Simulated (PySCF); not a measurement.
# Cl4In ([InCl4]-): the cost of one run

Programs: PySCF 2.14.0, with routines of our own; each step states its level. All values are computed. Atoms count from 0.

3 further runs of the same task are left out: 3 for a basis unfit for spin-orbit shieldings.

### Step 1. The system as given

5 atoms, charge -1, multiplicity 1; geometry from: GFN2-xTB.

### Step 2. NMR shieldings: PBE0/pcSseg-1 In:x2c-TZVPall-2c, spin-free

Job settings and geometry (Å):

```
{"job": {"xc": "PBE0", "basis": {"default": "pcSseg-1", "In": "x2c-TZVPall-2c"}, "rel": "sf", "kind": "hnmr"}, "charge": -1, "multiplicity": 1}
In     0.000660     0.000420    -0.001430
Cl     0.010660    -0.016390     2.357160
Cl     2.219230     0.010760    -0.794980
Cl    -1.120020     1.928860    -0.766850
Cl    -1.110530    -1.923660    -0.793890
```

With the program's defaults for keys left out, this is: PBE0/pcSseg-1 In:x2c-TZVPall-2c GIAO NMR shielding, spin-free X2C, Gaussian nuclei, gas phase.

On the command line:

```sh
$ OMP_NUM_THREADS=1 python heavy_run.py task.json out
```

This one command runs all jobs of the session in turn.

Q: Estimate the wall time and peak memory of this first job on 1 thread of Intel Xeon Platinum 8375C at 2.90GHz, shared host.

About 32 s, with a peak of 0.93 GiB.
